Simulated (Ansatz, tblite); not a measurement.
# The cluster Pb₃Se₃: one state, many levels

Aim: run the singlet of the cluster Pb₃Se₃ at one geometry on many levels, and compare frontier levels, spin and run time.

The runs use Ansatz 0.2.0, Gaussian basis; as each input shows.

The runs, in order: GFN1-xTB, GFN2-xTB, PBE-D4/def2-TZVP, r2SCAN-D4/def2-TZVP, LC-ωPBE/def2-TZVP, ωB97M-V/def2-TZVP, PBE-D4/def2-SVP, PBE0-D4/def2-SVP, MP2/def2-TZVP, RPA/def2-TZVP.

4 further runs of the same task are left out: 2 that didn't finish, 2 set aside as unsound or not needed. Runs told in other sessions of the task aren't counted.

### Step 1. The relaxed structure

The geometry is that of the singlet, from an earlier relaxation (r2SCAN-D4/def2-SVP). At that level it is the lowest of the isomers that a small search found.

6 atoms, charge 0, spin multiplicity 1.

Bond lengths: Pb1–Se4 2.697 Å, Pb1–Se5 2.960 Å, Pb1–Se6 2.959 Å, Pb2–Se4 2.697 Å, Pb2–Se5 2.960 Å, Pb2–Se6 2.959 Å, Pb3–Se5 2.700 Å, Pb3–Se6 2.701 Å. Angles: Se4–Pb1–Se5 92.5°, Se4–Pb1–Se6 92.5°, Se5–Pb1–Se6 78.9°, Se4–Pb2–Se5 92.5°, Se4–Pb2–Se6 92.5°, Se5–Pb2–Se6 78.9°, Se5–Pb3–Se6 88.3°, Pb1–Se4–Pb2 77.9°, Pb1–Se5–Pb2 69.9°, Pb1–Se5–Pb3 85.9°, Pb2–Se5–Pb3 85.9°, Pb1–Se6–Pb2 69.9°, Pb1–Se6–Pb3 85.9°, Pb2–Se6–Pb3 85.9°.

Pb takes a core potential in the def2 sets. No spin-orbit coupling is included.

PBE0-D4/def2-TZVP was run before; its log isn't repeated, and its numbers join the tables.

### Step 2. GFN1-xTB

Tight binding, by tblite at 300 K electronic temperature and without a spin-polarisation term:

```python
tblite.interface.Calculator('GFN1-xTB', numbers, positions, charge=0, uhf=0).singlepoint()
```

Energy -411.3326 eV, HOMO -7.58 eV, LUMO -6.01 eV; 0.005 s.

### Step 3. GFN2-xTB

Tight binding, by tblite at 300 K electronic temperature and without a spin-polarisation term:

```python
tblite.interface.Calculator('GFN2-xTB', numbers, positions, charge=0, uhf=0).singlepoint()
```

Energy -455.5065 eV, HOMO -9.74 eV, LUMO -8.74 eV; 0.004 s.

### Step 4. PBE-D4/def2-TZVP

start.molden holds the orbitals of an earlier run on this state, given as this run's starting guess.

in.yaml reads:

```yaml
crystal:
  periodic: [false, false, false]
  atoms:
    - {symbol: Pb, position_ang: [0.572198, 1.662277, -0.572263]}
    - {symbol: Pb, position_ang: [-0.772075, -1.433722, -0.875273]}
    - {symbol: Pb, position_ang: [0.368707, -0.421881, 2.672375]}
    - {symbol: Se, position_ang: [-0.382866, 0.438091, -2.777050]}
    - {symbol: Se, position_ang: [-1.601000, 0.585291, 1.123650]}
    - {symbol: Se, position_ang: [1.815037, -0.830046, 0.428562]}
basis:
  gaussian: {orbitals: def2-TZVP, initial_orbitals: start.molden}
hamiltonian: {xc: pbe, dispersion: d4}
scf: {omitted_lower_state_checks: [starts]}
output: {orbitals: {seedname: orbitals}}
```

The run is started by

```sh
ansatz run in.yaml --threads 4 --pin off --events-out ev --progress --plain --max-ram 6963MiB
```

Further steps of the session: r2SCAN-D4/def2-TZVP; LC-ωPBE/def2-TZVP; ωB97M-V/def2-TZVP; PBE-D4/def2-SVP; PBE0-D4/def2-SVP; MP2/def2-TZVP; RPA/def2-TZVP.

**Question.** What will the summary of the whole plan be? Wanted: gap in def2-TZVP, named functionals, smallest and largest; correlation energy, MP2/def2-TZVP; binding an atom, functionals in def2-TZVP; PBE0 total energy, smallest basis above largest.

The runs gave:

| quantity | value |
| --- | --- |
| gap in def2-TZVP, named functionals, smallest and largest | 1.55 eV (PBE-D4), 7.00 eV (LC-ωPBE) |
| correlation energy, MP2/def2-TZVP | -54.85 eV |
| binding an atom, functionals in def2-TZVP | 2.54 (LC-ωPBE) to 3.05 eV (PBE-D4) |
| PBE0 total energy, smallest basis above largest | 24.52 eV (def2-SVP, def2-TZVP) |

**Reading.** Orbital gaps of the named functionals in def2-TZVP span 1.55 eV (PBE-D4) to 7.00 eV (LC-ωPBE); exact exchange widens it.
